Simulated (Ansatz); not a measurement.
# Mo3W: the cost of one run

Program: Ansatz 0.2.0. Level of theory: DFT PBE, scalar-relativistic, plane waves, PAW, unless a step names another level. These are calculated values, not measurements.

2 further runs of the same task are left out: 1 that didn't finish, 1 set aside as unsound or not needed. Runs told in other sessions of the task aren't counted.

### Step 1. Starting point

It takes space group Pm-3n (No. 223, cubic). The conventional cell has a = 5.054 Å, b = 5.054 Å, c = 5.054 Å, α = 90.00°, β = 90.00°, γ = 90.00°. Around Mo (site symmetry -4m2) lie 2 Mo at 2.53 Å and 4 W at 2.83 Å. W (site symmetry m-3) has 12 Mo at 2.83 Å in its first shell of neighbours.

Structure file:

```cif
data_structure
_symmetry_space_group_name_H-M 'Pm-3n'
_symmetry_Int_Tables_number 223
_cell_length_a 5.0536
_cell_length_b 5.0536
_cell_length_c 5.0536
_cell_angle_alpha 90.000
_cell_angle_beta 90.000
_cell_angle_gamma 90.000
_cell_volume 129.06
loop_
_atom_site_label
_atom_site_type_symbol
_atom_site_symmetry_multiplicity
_atom_site_Wyckoff_symbol
_atom_site_fract_x
_atom_site_fract_y
_atom_site_fract_z
_atom_site_occupancy
Mo1 Mo 6 c 0.25000 0.00000 0.50000 1
W1 W 2 a 0.00000 0.00000 0.00000 1
```

The cell was relaxed beforehand at this level, from a database cell with other species swapped in; it needn't be the stable form of this composition. At a tolerance of 0.05 Å it has space group Pm-3n (No. 223); it has 16.13 Å³/atom, an uncorrected energy of +0.09 eV/atom over the elements.

### Step 2. Bands, states and charges

Contents of input.yaml:

```yaml
crystal:
  lattice:
    - [5.0535837642, 0.0, 0.0]
    - [0.0, 5.0535837642, 0.0]
    - [0.0, 0.0, 5.0535837642]
  atoms:
    - { symbol: Mo, position: [0.25, 0.0, 0.5] }
    - { symbol: Mo, position: [0.5, 0.75, 0.0] }
    - { symbol: Mo, position: [0.75, 0.0, 0.5] }
    - { symbol: Mo, position: [0.5, 0.25, 0.0] }
    - { symbol: Mo, position: [0.0, 0.5, 0.75] }
    - { symbol: Mo, position: [0.0, 0.5, 0.25] }
    - { symbol: W, position: [0.0, 0.0, 0.0] }
    - { symbol: W, position: [0.5, 0.5, 0.5] }
basis:
  ecutwfc: 420
kpoints:
  mp_grid: { grid: [8, 8, 8] }
  band_path:
    path:
      - [[0.0, 0.0, 0.0], [0.0, 0.5, 0.0], [0.5, 0.5, 0.0], [0.0, 0.0, 0.0], [0.5, 0.5, 0.5], [0.0, 0.5, 0.0]]
      - [[0.5, 0.5, 0.5], [0.5, 0.5, 0.0]]
    npoints: 14
hamiltonian:
  xc: pbe
scf:
  occupations: { method: gaussian, width: 0.1 }
  n_extra_bands: 20
output:
  forces: true
  stress: true
  eigenvalues: true
  populations: true
  dos: { projected: true, de: 0.02, nscf_kmesh: { grid: [10, 10, 10] } }
  bader: true
  write_density: true
  write_potential: true
  elf: true
  volumetric_format: npy
```

Run with:

```bash
ansatz run input.yaml --threads 1 --pin off --max-ram 2560MiB --backend cpu --events-out ev --progress --plain --runs-dir out
```

Q: Estimate wall time and peak memory on 1 thread of Arm Neoverse N1, shared host.

About 3.9 min, with a peak of 0.71 GiB.
